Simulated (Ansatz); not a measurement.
# Ag: the cost of one run

Method: DFT PBE, scalar-relativistic, plane waves, PAW, in Ansatz 0.2.0.

1 further run of the same task is left out (it didn't finish).

## Step 1: The starting structure

Symmetry: Fm-3m, No. 225, cubic system. The conventional cell has a = 4.086 Å, b = 4.086 Å, c = 4.086 Å, α = 90.00°, β = 90.00°, γ = 90.00°. Around Ag (site symmetry m-3m) lie 12 Ag at 2.89 Å.

As a file:

```cif
data_structure
_symmetry_space_group_name_H-M 'Fm-3m'
_symmetry_Int_Tables_number 225
_cell_length_a 4.0862
_cell_length_b 4.0862
_cell_length_c 4.0862
_cell_angle_alpha 90.000
_cell_angle_beta 90.000
_cell_angle_gamma 90.000
_cell_volume 68.23
loop_
_atom_site_label
_atom_site_type_symbol
_atom_site_symmetry_multiplicity
_atom_site_Wyckoff_symbol
_atom_site_fract_x
_atom_site_fract_y
_atom_site_fract_z
_atom_site_occupancy
Ag1 Ag 4 a 0.00000 0.00000 0.00000 1
```

No relaxation comes first: the listed cell is the starting point.

## Step 2: The reference: the undisturbed cell on the scan's mesh

File input.yaml:

```yaml
crystal:
  lattice:
    - [0.0, -2.0431, -2.0431]
    - [0.0, 2.0431, -2.0431]
    - [4.0862, 0.0, 0.0]
  atoms:
    - { symbol: Ag, position: [0.5, 0.5, 0.5] }
    - { symbol: Ag, position: [0.0, 0.0, 0.0] }
basis:
  ecutwfc: 420
kpoints:
  mp_grid: { grid: [16, 16, 12] }
hamiltonian:
  xc: pbe
scf:
  occupations: { method: gaussian, width: 0.15 }
output:
  forces: true
  stress: true
  eigenvalues: true
  write_density: true
  write_potential: true
  elf: true
  volumetric_format: npy
```

The run is started by

```
$ ansatz run input.yaml --threads 2 --pin off --max-ram 5120MiB --backend cpu --events-out ev --progress --plain --runs-dir out
```

Q: Estimate wall time and peak memory on 2 threads of Intel Xeon Platinum 8488C (Sapphire Rapids), shared host.

About 6.3 s, with a peak of 0.49 GiB.
